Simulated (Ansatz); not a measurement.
# IrAs (PtS type): equation of state

One table from this session's results is given with a row withheld; the runs are named, their logs left out.

Program: Ansatz 0.2.0. Level of theory: DFT PBEsol, scalar-relativistic, plane waves, PAW. These are calculated values, not measurements.

2 further runs of the same task are left out: 2 that didn't finish.

### The starting structure

It takes space group P4_2/mmc (No. 131, tetragonal). Conventional cell: a = 2.916 Å, b = 2.916 Å, c = 7.754 Å, α = 90.00°, β = 90.00°, γ = 90.00°. Around Ir (site symmetry mmm) lie 4 As at 2.43 Å. As (site symmetry -4m2) has 4 Ir at 2.43 Å as nearest neighbours.

Structure file:

```cif
data_structure
_symmetry_space_group_name_H-M 'P 1'
_symmetry_Int_Tables_number 1
_cell_length_a 2.9162
_cell_length_b 2.9162
_cell_length_c 7.7543
_cell_angle_alpha 90.000
_cell_angle_beta 90.000
_cell_angle_gamma 90.000
_cell_volume 65.94
loop_
_atom_site_label
_atom_site_type_symbol
_atom_site_fract_x
_atom_site_fract_y
_atom_site_fract_z
_atom_site_occupancy
Ir1 Ir 0.00000 0.50000 0.00000 1
Ir2 Ir 0.50000 0.00000 0.50000 1
As1 As 0.00000 0.00000 0.25000 1
As2 As 0.00000 0.00000 0.75000 1
```

An earlier run at PBEsol left this cell at 16.486 Å³/atom and 0.00 GPa (8×8×8 mesh).

Volume factors to run: 0.980, 1.020, 0.960, 1.040.

The first run:

input.yaml reads:

```yaml
crystal:
  lattice:
    - [2.8966308765, 0.0, 0.0]
    - [0.0, 2.8966308765, 0.0]
    - [0.0, 0.0, 7.7022618089]
  atoms:
    - { symbol: Ir, position: [0.0, 0.5, 0.0] }
    - { symbol: Ir, position: [0.5, 0.0, 0.5] }
    - { symbol: As, position: [0.0, 0.0, 0.25] }
    - { symbol: As, position: [0.0, 0.0, 0.75] }
basis:
  ecutwfc: 420
  ecutrho_ratio: 4
kpoints:
  mp_grid: { grid: [8, 8, 8] }
hamiltonian:
  xc: pbesol
scf:
  occupations: { method: gaussian, width: 0.05 }
output:
  forces: true
  stress: true
  eigenvalues: true
relax:
  f_tol: 0.01
  max_steps: 40
  cell: { stress_tol: 0.1, fix: [volume] }
```

Command:

```bash
$ ansatz run input.yaml --threads 4 --pin off --max-ram 4096MiB --backend cpu --events-out ev --progress --plain --runs-dir out
```

Steps of the session up to this table: At 0.980 of the relaxed volume; Scaling the volume by 1.020; At 0.960 of the relaxed volume; At 1.040 of the relaxed volume.

One table of the session follows, with a row left open; its other results are not shown here.

It belongs to the step «Energy and pressure against volume». 

```
volume (Å³/atom)  energy (meV/atom)  pressure (GPa)
          15.827              15.20            7.70
          16.156               3.64            3.61
          16.486               0.00            0.00
          16.816                  ?               ?
          17.146              12.70           -5.87
```

**Question.** Estimate the row for volume (Å³/atom) = 16.816.

Worked estimate for «energy (meV/atom)». A straight line through the neighbours (16.486, 0.00) and (17.146, 12.70) gives 0.00 + (12.70 − 0.00) × (16.816 − 16.486) / (17.146 − 16.486) = 6.35; a parabola fitted to 3 rows on both sides gives 3.02.

As computed: energy (meV/atom): 3.38; pressure (GPa): -3.14. In «energy (meV/atom)» the line misses by +2.97 and the parabola by -0.36.
